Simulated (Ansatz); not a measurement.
# SrSnP: the cost of one run

Method: DFT PBEsol, scalar-relativistic, plane waves, PAW, in Ansatz 0.2.0.

**1. The system as given**

Symmetry: P4/nmm, No. 129, tetragonal system. The conventional cell has a = 4.381 Å, b = 4.381 Å, c = 8.982 Å, α = 90.00°, β = 90.00°, γ = 90.00°. Around Sr (site symmetry 4mm) lie 5 P at 3.07 to 3.10 Å and 1 Sn at 3.46 Å. Sn (site symmetry 4mm) is surrounded by 1 P at 2.46 Å. Around P (site symmetry 4mm) lie 1 Sn at 2.46 Å and 5 Sr at 3.07 to 3.10 Å.

Structure file:

```
Sr Sn P
1.0
     4.38119    0.00000    0.00000
     0.00000    4.38119    0.00000
     0.00000    0.00000    8.98224
Sr Sn P
2 2 2
Direct
  0.00000 0.50000 0.66746
  0.50000 0.00000 0.33254
  0.50000 0.00000 0.94737
  0.00000 0.50000 0.05263
  0.00000 0.50000 0.32606
  0.50000 0.00000 0.67394
```

Source of the structure: the Materials Project (structure only).

(A quick probe on a coarse mesh, which set the mesh and smearing, is not shown.)

**3. The relaxation**

The input, input.yaml:

```yaml
crystal:
  lattice:
    - [4.38118796, 0.0, 0.0]
    - [0.0, 4.38118796, 0.0]
    - [0.0, 0.0, 8.9822438]
  atoms:
    - { symbol: Sr, position: [0.0, 0.5, 0.66746461] }
    - { symbol: Sr, position: [0.5, 0.0, 0.33253539] }
    - { symbol: Sn, position: [0.5, 0.0, 0.94736924] }
    - { symbol: Sn, position: [0.0, 0.5, 0.05263076] }
    - { symbol: P, position: [0.0, 0.5, 0.32605664] }
    - { symbol: P, position: [0.5, 0.0, 0.67394336] }
basis:
  ecutwfc: 420
kpoints:
  mp_grid: { grid: [8, 8, 4] }
hamiltonian:
  xc: pbesol
scf:
  occupations: { method: gaussian, width: 0.1 }
output:
  forces: true
  stress: true
  eigenvalues: true
  write_density: true
  write_potential: true
  elf: true
  volumetric_format: npy
relax:
  adjacent_minimum: "off"
  f_tol: 0.005
  max_steps: 80
  cell: { stress_tol: 0.05 }
```

Command:

```console
ansatz run input.yaml --threads 4 --pin off --max-ram 10240MiB --backend cpu --events-out ev --progress --plain --runs-dir out
```

Q: Estimate wall time and peak memory on 4 threads of Intel Xeon Platinum 8488C (Sapphire Rapids), shared host.

About 33 s, with a peak of 0.71 GiB.
